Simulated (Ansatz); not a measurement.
ZnGe₃, space group Pm-3m, a phonon calculation by finite displacements

With Ansatz 0.2.0 through its Python package.

`POSCAR_znge3`
```text
ZnGe3
1.0
   4.22236300    0.00000000    0.00000000
   0.00000000    4.22236300    0.00000000
   0.00000000    0.00000000    4.22236300
Zn Ge
1 3
Direct
   0.00000000    0.00000000    0.00000000
   0.00000000    0.50000000    0.50000000
   0.50000000    0.00000000    0.50000000
   0.50000000    0.50000000    0.00000000
```

Typed at the interpreter:
```pycon
>>> from pathlib import Path
>>> import ansatz as az
>>> from ase.io import read
>>> import numpy as np
>>> atoms = read('POSCAR_znge3', format='vasp')
>>> structure = az.Crystal.from_ase(atoms)
>>> structure.resolved().sites[-1]
Site(symbol='Ge', position=(0.5, 0.5, 0.0), moment=None, axis=None, held=None, saved=None)
>>> # the cell itself: zone-centre modes alone
>>> base = (
...     structure.calculation()
...     .occupations('Gaussian', width=0.1)
...     .basis(470)
...     .functional('pbesol')
...     .kpoints(7, 7, 7)
...     .phonons('fd', supercell=1, amplitude=0.02)
... )
>>> out = base.run(threads=1, pin='off', runs_dir='runs')
RunWarning: the harmonic batch is taken at displacements of 0.01 Å and a dr2 threshold of 1.0e-9 eV from here on, in place of the typed 0.02 Å and 1.0e-9 eV, a step that its levels, its solves or its constants may not bear out (scf.occupations.method, Limitations); of what is allowed (1 % of a squared frequency or a [...]
RunWarning: on the 15×15×15 q-mesh 958 entries of the irreducible table, 7.998e0 modes per cell, the lowest at -69.68 cm⁻¹, stand at or below zero and are read as no rigid motion or as one in doubt: the zero-point energy, F, S and C_V leave that weight out. The structure may be unstable at those wave vectors; or the [...]
>>> folder = Path(out.output_folder) / 'results'
>>> ph = out.phonons
>>> for mode, w in enumerate(ph.gamma_omega_inv_cm, start=1):
...     print(f'Gamma mode {mode:2d}: {w:8.1f} 1/cm  {w / 33.35641:7.3f} THz')
...
Gamma mode  1:    -69.7 1/cm   -2.089 THz
Gamma mode  2:    -69.7 1/cm   -2.089 THz
Gamma mode  3:    -69.7 1/cm   -2.089 THz
Gamma mode  4:    -62.1 1/cm   -1.861 THz
Gamma mode  5:    -62.1 1/cm   -1.861 THz
Gamma mode  6:    -62.1 1/cm   -1.861 THz
Gamma mode  7:      0.0 1/cm    0.000 THz
Gamma mode  8:      0.0 1/cm    0.000 THz
Gamma mode  9:      0.0 1/cm    0.000 THz
Gamma mode 10:     88.8 1/cm    2.663 THz
Gamma mode 11:     88.8 1/cm    2.663 THz
Gamma mode 12:     88.8 1/cm    2.663 THz
>>> print(f'{ph.n_members} displaced supercells, sum-rule residual {ph.asr_residual_pre_ev_ang2:.1e} eV/A^2')
2 displaced supercells, sum-rule residual 9.2e-04 eV/A^2
>>> optical = np.sort(ph.gamma_omega_inv_cm)
>>> print('imaginary modes at Gamma:', int((optical < -10).sum()), '- highest mode', round(float(optical[-1]), 1), '1/cm')
imaginary modes at Gamma: 6 - highest mode 88.8 1/cm
```

Notes:
- The cell isn't relaxed first, so the values belong to this volume.
- The mesh is modest for a metal, so energies can be off by several to tens of meV an atom and pressures by half a GPa or more; differences at equal mesh fare better.
- Some modes are imaginary (printed negative) at these settings, from an unstable structure or from unconverged force constants, so sums over modes carry no meaning.
- The structure comes from a database of computed cells and needn't be a stable or known phase.
- Warnings are shown shortened and without file and line.
- The structure is taken as given and the supercell is small; imaginary modes can come from an unrelaxed or unstable start. Phonons of metals also depend on mesh and smearing.
- Finished in 74 s on 1 thread of Arm Neoverse V2, with other jobs on the host, peak memory 0.59 GiB.
